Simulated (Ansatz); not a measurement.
# Al2Cl4H2: the cost of one run

Method: the settings change from run to run; program: Ansatz 0.2.0, Gaussian basis.

## 1. The geometry

An earlier PBE0-D4 in a triple-zeta def2 set relaxation fixed the geometry.

SMILES `[Cl][Al@H-]1[Cl+][Al@@H-]([Cl])[Cl+]1`, 8 atoms, charge 0, spin multiplicity 1.

Atoms are counted from 1 here; the program's logs count them from 0.

Bond lengths: Cl1–Al2 2.088 Å, Al2–Cl3 2.283 Å, Al2–Cl6 2.283 Å, Al2–H7 1.562 Å, Cl3–Al4 2.283 Å, Al4–Cl5 2.088 Å, Al4–Cl6 2.283 Å, Al4–H8 1.562 Å. Angles: Cl1–Al2–Cl3 108.7°, Cl1–Al2–Cl6 108.7°, Cl1–Al2–H7 123.6°, Cl3–Al2–Cl6 90.9°, Cl3–Al2–H7 110.0°, Cl6–Al2–H7 110.0°, Al2–Cl3–Al4 89.1°, Cl3–Al4–Cl5 108.7°, Cl3–Al4–Cl6 90.9°, Cl3–Al4–H8 110.0°, Cl5–Al4–Cl6 108.7°, Cl5–Al4–H8 123.6°, Cl6–Al4–H8 110.0°, Al2–Cl6–Al4 89.1°.

Coordinates:

```xyz
8
charge 0, multiplicity 1
Cl    1.7337    0.4483   -2.4863
Al    1.5205    0.3089   -0.4136
Cl    0.3580   -1.5937    0.0775
Al   -1.4379   -0.3043    0.6468
Cl   -2.9064   -0.5132   -0.8232
Cl   -0.2491    1.5998    0.2300
H     2.7035    0.4857    0.5912
H    -1.7224   -0.4314    2.1775
```

## 2. revPBE/aug-cc-pVTZ

Options: atoms shaken by 0.15 Å, D3(BJ) with three-body dispersion.

in.yaml

```yaml
crystal:
  periodic: [false, false, false]
  atoms:
    - {symbol: Cl, position_ang: [1.557834, 0.308736, -2.573520]}
    - {symbol: Al, position_ang: [1.236903, 0.100352, -0.442470]}
    - {symbol: Cl, position_ang: [0.113361, -1.598458, -0.133091]}
    - {symbol: Al, position_ang: [-1.455907, -0.491910, 0.626133]}
    - {symbol: Cl, position_ang: [-3.118279, -0.536193, -0.801412]}
    - {symbol: Cl, position_ang: [-0.169849, 1.616196, 0.181096]}
    - {symbol: H, position_ang: [2.748721, 0.386677, 0.742865]}
    - {symbol: H, position_ang: [-1.649634, -0.657682, 2.160834]}
basis:
  gaussian: {orbitals: aug-cc-pVTZ}
hamiltonian: {xc: {name: revPBE}, dispersion: d3bjatm}
output: {forces: true}
```

Run with:

```
> ansatz run in.yaml --threads 4 --pin off --events-out ev --progress --plain --max-ram 10444MiB
```

Q: Estimate wall time and peak memory on 4 threads of Arm Neoverse V2, shared host.

About 8.5 s, with a peak of 0.86 GiB.
